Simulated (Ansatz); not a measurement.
**C₂H₆BNS: up Jacob's ladder to CCSD(T)**

Aim: compute C₂H₆BNS with functionals from several rungs and with coupled cluster, and see how far each lands from CCSD(T) at the basis-set limit for the atomisation energy.

Program: Ansatz 0.2.0, Gaussian basis. Level of theory: functionals in def2-TZVPP, the program's frozen cores in correlated methods. These are calculated values, not measurements.

Plan: LDA (SPW92), PBE-D4, revPBE-D4, BLYP-D4, r2SCAN-D4, B97M-V, PBE0-D4, B3LYP-D4, r2SCANh-D4, r2SCAN0-D4, HSE06-D4, BHLYP-D4, CAM-B3LYP-D4, LC-ωPBE, ωB97X-V, ωB97M-V, B2PLYP, PBE-QIDH; CCSD(T)/def2-SVP; CCSD(T)/def2-TZVPP; MP2/def2-QZVPP; extrapolation to the limit; RPA on PBE.

## 1. Structure used throughout

All runs share one geometry, relaxed beforehand with PBE0-D4 in a triple-zeta def2 set.

11 atoms, charge 0, spin multiplicity 1.

Atoms are counted from 1 here; the program's logs count them from 0.

Bond lengths: N1–C2 1.329 Å, N1–H6 1.005 Å, N1–H7 1.006 Å, C2–B3 1.536 Å, C2–H8 1.086 Å, B3–C4 1.563 Å, B3–S5 1.952 Å, B3–H9 1.197 Å, C4–S5 1.816 Å, C4–H10 1.085 Å, C4–H11 1.087 Å. Angles: C2–N1–H6 122.1°, C2–N1–H7 119.3°, H6–N1–H7 116.9°, N1–C2–B3 124.9°, N1–C2–H8 114.2°, B3–C2–H8 120.9°, C2–B3–C4 110.7°, C2–B3–S5 83.3°, C2–B3–H9 122.7°, C4–B3–S5 61.0°, C4–B3–H9 126.6°, S5–B3–H9 121.3°, B3–C4–S5 70.1°, B3–C4–H10 117.0°, B3–C4–H11 122.7°, S5–C4–H10 112.5°, S5–C4–H11 113.2°, H10–C4–H11 113.3° and more.

As a file:

```
N    -1.41291    1.10709    0.85128
C    -0.76054    0.10049    0.28021
B     0.76548   -0.07404    0.28675
C     1.20082   -1.16872   -0.73993
S     0.58569    0.29478   -1.62173
H    -2.38287    1.29077    0.66282
H    -0.89139    1.83592    1.30922
H    -1.40515   -0.64217   -0.18130
H     1.48788    0.58057    0.98148
H     2.26679   -1.31914   -0.87858
H     0.61181   -2.06265   -0.92942
```

## 2. LDA

This LDA is Slater exchange with PW92 correlation.

in.yaml

```yaml
crystal:
  periodic: [false, false, false]
  atoms:
    - {symbol: N, position_ang: [-1.412914, 1.107090, 0.851281]}
    - {symbol: C, position_ang: [-0.760543, 0.100486, 0.280213]}
    - {symbol: B, position_ang: [0.765478, -0.074041, 0.286746]}
    - {symbol: C, position_ang: [1.200822, -1.168722, -0.739927]}
    - {symbol: S, position_ang: [0.585687, 0.294784, -1.621734]}
    - {symbol: H, position_ang: [-2.382869, 1.290769, 0.662822]}
    - {symbol: H, position_ang: [-0.891394, 1.835922, 1.309221]}
    - {symbol: H, position_ang: [-1.405151, -0.642173, -0.181305]}
    - {symbol: H, position_ang: [1.487877, 0.580572, 0.981482]}
    - {symbol: H, position_ang: [2.266794, -1.319139, -0.878585]}
    - {symbol: H, position_ang: [0.611813, -2.062647, -0.929416]}
basis:
  gaussian: {orbitals: def2-TZVPP}
hamiltonian: {xc: lda}
output: {orbitals: {seedname: orbitals}}
```

Command:

```
$ ansatz run in.yaml --threads 4 --pin off --events-out ev --progress --plain --max-ram 10444MiB
```

The runs that follow: PBE-D4 (GGA); revPBE-D4 (GGA); BLYP-D4 (GGA); r2SCAN-D4 (meta-GGA); B97M-V (meta-GGA); PBE0-D4 (hybrid); B3LYP-D4 (hybrid); r2SCANh-D4 (hybrid); r2SCAN0-D4 (hybrid); HSE06-D4 (hybrid); BHLYP-D4 (hybrid); CAM-B3LYP-D4 (range-separated); LC-ωPBE (range-separated); ωB97X-V (range-separated); ωB97M-V (range-separated); B2PLYP (double hybrid); PBE-QIDH (double hybrid); CCSD(T) in def2-SVP; CCSD(T) in def2-TZVPP; MP2 in def2-QZVPP; RPA on PBE orbitals.

**Question.** What will the summary of the whole plan be? Wanted: atomisation energy, CCSD(T)/CBS; farthest beyond LDA; mean size of error, GGA; mean size of error, meta-GGA; mean size of error, hybrid; mean size of error, range-separated; mean size of error, double hybrid; gap, smallest and largest; T1 diagnostic.

As calculated:

| quantity | value |
| --- | --- |
| atomisation energy, CCSD(T)/CBS | 4142.2 kJ/mol |
| functionals within 20.7 kJ/mol (0.5 %) | r2SCAN0-D4, LC-ωPBE, B2PLYP, PBE-QIDH |
| farthest beyond LDA | PBE-D4 (+168.3 kJ/mol) |
| mean size of error, GGA | 89.9 kJ/mol |
| mean size of error, meta-GGA | 54.3 kJ/mol |
| mean size of error, hybrid | 56.5 kJ/mol |
| mean size of error, range-separated | 28.5 kJ/mol |
| mean size of error, double hybrid | 17.3 kJ/mol |
| gap, smallest and largest | 3.43 eV (LDA (SPW92)), 10.23 eV (LC-ωPBE) |
| T1 diagnostic | 0.0155 |
| triples share of the correlation energy | 4.7 % |

**Reading.** LDA overbinds by 697.3 kJ/mol (17 %). PBE-D4 is off by +168.3 kJ/mol. Double hybrids carry the basis error of their MP2 part in triple zeta, and no dispersion term here, so their miss is partly the set-up's. By mean error the best rung here is double hybrid (17.3 kJ/mol) and the worst beyond LDA is GGA (89.9 kJ/mol). Misses under about 20.7 kJ/mol are within the doubt on the reference itself, which lacks core-valence correlation, relativity and higher excitations. Hartree-Fock recovers 71 % of the binding; the rest is correlation. CCSD(T) in def2-SVP is off by -222.7 kJ/mol, more than most functionals: a good method in a small basis is no reference. Orbital gaps span 3.4 to 10.2 eV; exact exchange widens them.
